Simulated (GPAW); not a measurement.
Runs of GPAW 26.7.0 on HfGe. Symmetry: Pm-3m, No. 221, cubic system. Conventional cell: a = 3.501 Å, b = 3.501 Å, c = 3.501 Å, α = 90.00°, β = 90.00°, γ = 90.00°. Around Hf (site symmetry m-3m) lie 8 Ge at 3.03 Å. Around Ge (site symmetry m-3m) lie 8 Hf at 3.03 Å. The cell was built by a generator and needn't be a form met in nature.

| task | level | potentials or basis | k mesh | cutoff (eV) | smearing | maxiter | older calculator (legacy_gpaw) | eigensolver | fermi k mesh | convergence | mesh quality | gap on the mesh (eV) | pressure (GPa) |
| --- | --- | --- | --- | --- | --- | --- | --- | --- | --- | --- | --- | --- | --- |
| single point | optB88-vdW | GPAW PAW data sets (gpaw-data 1.2.1), pw | 8 × 8 × 8 | 600 | fermi-dirac 0.05 eV | 150 | yes | - | - | - | not flagged | none | - |
| single point | AM05 | PAW data sets generated in the run's folder for this functional, pw | 8 × 8 × 8 | 600 | fermi-dirac 0.05 eV | 150 | - | - | - | - | not flagged | none | (b) |
| single point | TB-mBJ | GPAW PAW data sets for LDA (gpaw-data 1.2.1), pw | 8 × 8 × 8 | 600 | fermi-dirac 0.05 eV | 150 | - | - | - | - | not flagged | none | - |
| single point | SCAN | GPAW PAW data sets (gpaw-data 1.2.1), pw | 8 × 8 × 8 | 600 | fermi-dirac 0.05 eV | 150 | - | - | - | - | not flagged | none | -15.6 |
| single point | PBE | GPAW PAW data sets (gpaw-data 1.2.1), pw | 8 × 8 × 8 | 600 | fermi-dirac 0.05 eV | 150 | - | - | - | - | not flagged | none | -11.3 |
| single point | PBEsol | PAW data sets generated in the run's folder for this functional, pw | 8 × 8 × 8 | 600 | fermi-dirac 0.05 eV | 150 | - | - | - | - | not flagged | none | -15.0 |
| single point | vdW-DF-cx | GPAW PAW data sets (gpaw-data 1.2.1), pw | 8 × 8 × 8 | 600 | fermi-dirac 0.05 eV | 150 | - | - | - | - | not flagged | none | - |
| single point | LDA | the program's PAW data sets (release 1.2.1) made for this functional, pw | 8 × 8 × 8 | 600 | fermi-dirac 0.05 eV | 150 | - | - | - | - | not flagged | none | -17.5 |
| Fermi surface | OLYP+D3(BJ) | PAW data sets generated in the run's folder for this functional, pw | 4 × 4 × 4 | 510 | fermi-dirac 0.01 eV | 150 | - | davidson | 6 × 6 × 6 | - | coarse | none | -18.5 |
| single point | PBE | GPAW PAW data sets (gpaw-data 1.2.1), pw | 6 × 6 × 6 | 450 | fermi-dirac 0.05 eV | 120 | - | - | - | default | not flagged | none | (a) |
| single point | BLYP | PAW data sets generated in the run's folder for this functional, pw | 8 × 8 × 8 | 600 | fermi-dirac 0.05 eV | 150 | - | davidson | - | - | not flagged | none | -7.0 |
| electron localisation function | OLYP | PAW data sets generated in the run's folder for this functional, pw | 4 × 4 × 4 | 510 | fermi-dirac 0.01 eV | 150 | - | davidson | - | - | coarse | none | (c) |

Alike in all rows: no spin polarisation; cell as given.

**Question.** Fill in the values left out.

**Answer.** (a) -11.9; (b) -15.3; (c) -10.8.

Caveats: some runs use coarse meshes; the PAW data sets were made with another functional, which shifts forces and pressure a little (some runs); the cutoff is short for stress and forces, so pressures can be off by a GPa or more (some runs); a model potential gives levels but no total energy (some runs); so large a pressure means that the cell lies far from this level's equilibrium, or that cutoff or potentials fall short (some runs); pairwise dispersion overbinds metals, which lowers pressure and volume (some runs).

A k mesh can miss the band edges, and the runs leave out spin-orbit coupling on Ge, Hf.

A gap of «none» marks a metal or a gap under the smearing width.

Not every run made on this cell is shown here.
